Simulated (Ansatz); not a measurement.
# CH6GaNS: the cost of one run

Computed with Ansatz 0.2.0, Gaussian basis. Level: unrestricted cation, the program's frozen cores in correlated methods.

The runs, in order: UKS PBE-D4/def2-TZVPP; UKS r2SCAN-D4/def2-TZVPP; UKS PBE0-D4/def2-TZVPP; UKS B3LYP-D4/def2-TZVPP; UKS wB97X-V/def2-TZVPP; UKS wB97M-V/def2-TZVPP; UKS B2PLYP/def2-TZVPP; UHF-CCSD(T)/def2-TZVPP; UHF-MP2/def2-QZVPP; extrapolation to the limit; then −ε(HOMO) from the neutral's earlier runs with LDA (SPW92), PBE-D4, revPBE-D4, BLYP-D4, r2SCAN-D4, B97M-V, PBE0-D4, B3LYP-D4, r2SCANh-D4, r2SCAN0-D4, HSE06-D4, BHLYP-D4, CAM-B3LYP-D4, LC-ωPBE, ωB97X-V, ωB97M-V.

## Step 1: The relaxed structure

All runs share one geometry, relaxed beforehand with PBE0-D4 in a triple-zeta def2 set.

10 atoms, charge 0, spin multiplicity 1.

Atoms are counted from 1 here; the program's logs count them from 0.

Bond lengths: C1–Ga2 1.955 Å, C1–H5 1.090 Å, C1–H6 1.092 Å, C1–H7 1.092 Å, Ga2–N3 1.815 Å, Ga2–S4 2.213 Å, N3–H8 1.005 Å, N3–H9 1.005 Å, S4–H10 1.343 Å. Angles: Ga2–C1–H5 111.0°, Ga2–C1–H6 110.3°, Ga2–C1–H7 110.3°, H5–C1–H6 108.6°, H5–C1–H7 108.6°, H6–C1–H7 107.9°, C1–Ga2–N3 122.9°, C1–Ga2–S4 120.7°, N3–Ga2–S4 116.4°, Ga2–N3–H8 124.5°, Ga2–N3–H9 123.5°, H8–N3–H9 112.0°, Ga2–S4–H10 94.9°.

## Step 2: Cation, UKS PBE-D4/def2-TZVPP

Contents of in.yaml:

```yaml
crystal:
  periodic: [false, false, false]
  atoms:
    - {symbol: C, position_ang: [-0.970090, 1.359431, 0.603081]}
    - {symbol: Ga, position_ang: [-0.016845, -0.096956, -0.286509]}
    - {symbol: N, position_ang: [1.198169, -1.142935, 0.564058]}
    - {symbol: S, position_ang: [-0.383147, -0.549103, -2.421863]}
    - {symbol: H, position_ang: [-1.644554, 1.864894, -0.088082]}
    - {symbol: H, position_ang: [-1.554969, 0.973049, 1.440329]}
    - {symbol: H, position_ang: [-0.262002, 2.091159, 0.997243]}
    - {symbol: H, position_ang: [1.702048, -1.897523, 0.132064]}
    - {symbol: H, position_ang: [1.444474, -1.031246, 1.532401]}
    - {symbol: H, position_ang: [0.486916, -1.570770, -2.472712]}
basis:
  gaussian: {orbitals: def2-TZVPP}
total_charge: 1
magnetization: {spin_polarized: true, initial_magnetization: 1}
hamiltonian: {xc: pbe, dispersion: d4}
```

Started as:

```console
ansatz run in.yaml --threads 2 --pin off --events-out ev --progress --plain --max-ram 22528MiB --backend cpu
```

What time and memory should one allow on 2 threads of AMD EPYC 7R13, shared host?

About 17 s, with a peak of 0.77 GiB.
